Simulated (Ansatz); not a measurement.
# C2H6SSn: small, medium and large basis sets

The task here is to estimate one member of a computed series from the others.

Computed with Ansatz 0.2.0, Gaussian basis. Level: one geometry, several basis sets.

Levels to be run: PBE0-D4/def2-SVP; ωB97M-V/def2-SVP; PBE0-D4/def2-QZVPP; ωB97M-V/def2-QZVPP; the functionals' def2-TZVPP values are taken from earlier runs.

## Structure used throughout

All runs share one geometry, relaxed beforehand with PBE0-D4 in a triple-zeta def2 set. Sn takes the def2 core potential; no spin-orbit term is included.

SMILES `[CH2]1S[CH2][SnH2]1`, 10 atoms, charge 0, spin multiplicity 1.

Atoms are counted from 1 here; the program's logs count them from 0.

Bond lengths: C1–S2 1.821 Å, C1–Sn4 2.159 Å, C1–H5 1.090 Å, C1–H6 1.090 Å, S2–C3 1.821 Å, C3–Sn4 2.159 Å, C3–H7 1.090 Å, C3–H8 1.090 Å, Sn4–H9 1.709 Å, Sn4–H10 1.709 Å. Angles: S2–C1–Sn4 92.3°, S2–C1–H5 112.0°, S2–C1–H6 112.0°, Sn4–C1–H5 115.0°, Sn4–C1–H6 115.0°, H5–C1–H6 109.7°, C1–S2–C3 97.0°, S2–C3–Sn4 92.3°, S2–C3–H7 112.0°, S2–C3–H8 112.0°, Sn4–C3–H7 115.0°, Sn4–C3–H8 115.0°, H7–C3–H8 109.7°, C1–Sn4–C3 78.4°, C1–Sn4–H9 116.4°, C1–Sn4–H10 116.5°, C3–Sn4–H9 116.4°, C3–Sn4–H10 116.5° and more.

Coordinates:

```xyz
10
charge 0, multiplicity 1
C    -1.0850    0.7773   -0.5893
S    -1.3135   -1.0277   -0.5161
C     0.2824   -1.4225    0.2667
Sn    0.8615    0.6562    0.3367
H    -1.0845    1.1472   -1.6145
H    -1.8392    1.3078   -0.0082
H     0.1533   -1.8975    1.2391
H     0.9043   -2.0521   -0.3695
H     1.0087    1.3522    1.8903
H     2.1948    1.1080   -0.6320
```

Set-up of the first run:

Contents of in.yaml:

```yaml
crystal:
  periodic: [false, false, false]
  atoms:
    - {symbol: C, position_ang: [-1.085005, 0.777274, -0.589324]}
    - {symbol: S, position_ang: [-1.313470, -1.027722, -0.516106]}
    - {symbol: C, position_ang: [0.282438, -1.422514, 0.266702]}
    - {symbol: Sn, position_ang: [0.861547, 0.656173, 0.336675]}
    - {symbol: H, position_ang: [-1.084518, 1.147233, -1.614517]}
    - {symbol: H, position_ang: [-1.839153, 1.307774, -0.008215]}
    - {symbol: H, position_ang: [0.153343, -1.897530, 1.239097]}
    - {symbol: H, position_ang: [0.904286, -2.052135, -0.369516]}
    - {symbol: H, position_ang: [1.008738, 1.352226, 1.890280]}
    - {symbol: H, position_ang: [2.194792, 1.108022, -0.631976]}
basis:
  gaussian: {orbitals: def2-SVP}
hamiltonian: {xc: pbe0, dispersion: d4}
output: {orbitals: {seedname: orbitals}}
```

Started as:

```sh
$ ansatz run in.yaml --threads 4 --pin off --events-out ev --progress --plain --max-ram 10444MiB
```

Among the steps run: PBE0-D4 in def2-SVP; ωB97M-V in def2-SVP; PBE0-D4 in def2-QZVPP; ωB97M-V in def2-QZVPP.

One table of the session follows, with a row left open; its other results are not shown here.

It belongs to the step «Density functionals: the series». 

```
functional       basis  HOMO (eV)
   PBE0-D4    def2-SVP      -6.17
   PBE0-D4  def2-TZVPP      -6.30
   PBE0-D4  def2-QZVPP          ?
   ωB97M-V    def2-SVP      -8.37
   ωB97M-V  def2-TZVPP      -8.52
   ωB97M-V  def2-QZVPP      -8.56
```

Q: Estimate the row for PBE0-D4, def2-QZVPP from the others.

**Answer.** HOMO (eV): -6.34. In the column «HOMO (eV)» it lies between ωB97M-V, def2-SVP (-8.37) and PBE0-D4, def2-TZVPP (-6.30).
